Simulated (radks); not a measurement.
# Valence configurations of Tc⁺

Aim: which of several valence configurations of Tc⁺ lies lowest at this level, and whether it is the one NIST lists ([Kr] 4d5 5s1).

The numbers are computed with radks (a radial shooting solver on a logarithmic mesh, Libxc functionals) version 1 (Dirac Kohn-Sham, BLYP, spin-unpolarised, spherical densities, point nucleus; open shells fill j = l - 1/2 first), except any that are marked as measured or tabulated.

## (1) The system

- element: technetium (Z = 43)
- charge: +1
- electrons: 42
- configuration: [Kr] 4d5 5s1
- others tried: 4d4 5s2; 4d5.5 5s0.5; 4d4.5 5s0.5 5p1; 4d5 5s0.5 5p0.5; 4d4.5 5s1.5; 4d5 5p1; 4d5.5 5p0.5; 4d6; 4d3 5s1 5p2

## (2) [Kr] 4d5 5s1

The run's settings:

```text
Z 43
configuration [Kr] 4d5 5s1
relativity Dirac
functional b88,lyp
spin unpolarised
j_filling energy
nucleus point
c 137.035999084
```

## (3) [Kr] 4d4 5s2

Input: that of step 2 with these lines changed.

```diff
@@ -1,3 +1,3 @@
 Z 43
-configuration [Kr] 4d5 5s1
+configuration [Kr] 4d4 5s2
 relativity Dirac
```

## (4) [Kr] 4d5.5 5s0.5

Input: that of step 3 with these lines changed.

```diff
@@ -1,3 +1,3 @@
 Z 43
-configuration [Kr] 4d4 5s2
+configuration [Kr] 4d5.5 5s0.5
 relativity Dirac
```

## (5) [Kr] 4d4.5 5s0.5 5p1

Input: that of step 4 with these lines changed.

```diff
@@ -1,3 +1,3 @@
 Z 43
-configuration [Kr] 4d5.5 5s0.5
+configuration [Kr] 4d4.5 5s0.5 5p1
 relativity Dirac
```

## (6) [Kr] 4d5 5s0.5 5p0.5

Input: that of step 5 with these lines changed.

```diff
@@ -1,3 +1,3 @@
 Z 43
-configuration [Kr] 4d4.5 5s0.5 5p1
+configuration [Kr] 4d5 5s0.5 5p0.5
 relativity Dirac
```

## (7) [Kr] 4d4.5 5s1.5

Input: that of step 6 with these lines changed.

```diff
@@ -1,3 +1,3 @@
 Z 43
-configuration [Kr] 4d5 5s0.5 5p0.5
+configuration [Kr] 4d4.5 5s1.5
 relativity Dirac
```

## (8) [Kr] 4d5 5p1

Input: that of step 7 with these lines changed.

```diff
@@ -1,3 +1,3 @@
 Z 43
-configuration [Kr] 4d4.5 5s1.5
+configuration [Kr] 4d5 5p1
 relativity Dirac
```

## (9) [Kr] 4d5.5 5p0.5

Input: that of step 8 with these lines changed.

```diff
@@ -1,3 +1,3 @@
 Z 43
-configuration [Kr] 4d5 5p1
+configuration [Kr] 4d5.5 5p0.5
 relativity Dirac
```

## (10) [Kr] 4d6

Input: that of step 9 with these lines changed.

```diff
@@ -1,3 +1,3 @@
 Z 43
-configuration [Kr] 4d5.5 5p0.5
+configuration [Kr] 4d6
 relativity Dirac
```

## (11) [Kr] 4d3 5s1 5p2

Input: that of step 10 with these lines changed.

```diff
@@ -1,3 +1,3 @@
 Z 43
-configuration [Kr] 4d6
+configuration [Kr] 4d3 5s1 5p2
 relativity Dirac
```

Before running it: what results should come out? Wanted: for each run, valence; E − E(NIST configuration); highest level; its energy; 1s shift.

**Answer**, as computed:

```
        valence  E − E(NIST configuration) (eV)  highest level  its energy (eV)  1s shift (eV)
            4d6                          -1.644          4d5/2          -11.273          +3.48
    4d5.5 5s0.5                          -0.995          5s1/2          -10.847          +1.81
        4d5 5s1                           0.000          5s1/2          -11.409          +0.00
    4d5.5 5p0.5                           1.109          5p1/2           -6.988          +1.21
    4d4.5 5s1.5                           1.373          5s1/2          -11.983          -1.94
4d5 5s0.5 5p0.5                           2.193          5p1/2           -7.358          -0.60
        4d4 5s2                           3.153          5s1/2          -12.566          -4.01
        4d5 5p1                           4.419          5p1/2           -7.643          -1.19
4d4.5 5s0.5 5p1                           5.977          5p1/2           -8.012          -3.14
    4d3 5s1 5p2                          18.868          5p1/2           -9.637         -10.87
```

Theory disagrees with NIST here: 4d6 comes out 1.644 eV lower. The energies are those of spherical spin-averaged densities, not of single terms. The 1s eigenvalue shifts by up to 10.87 eV as the valence charge is rearranged.
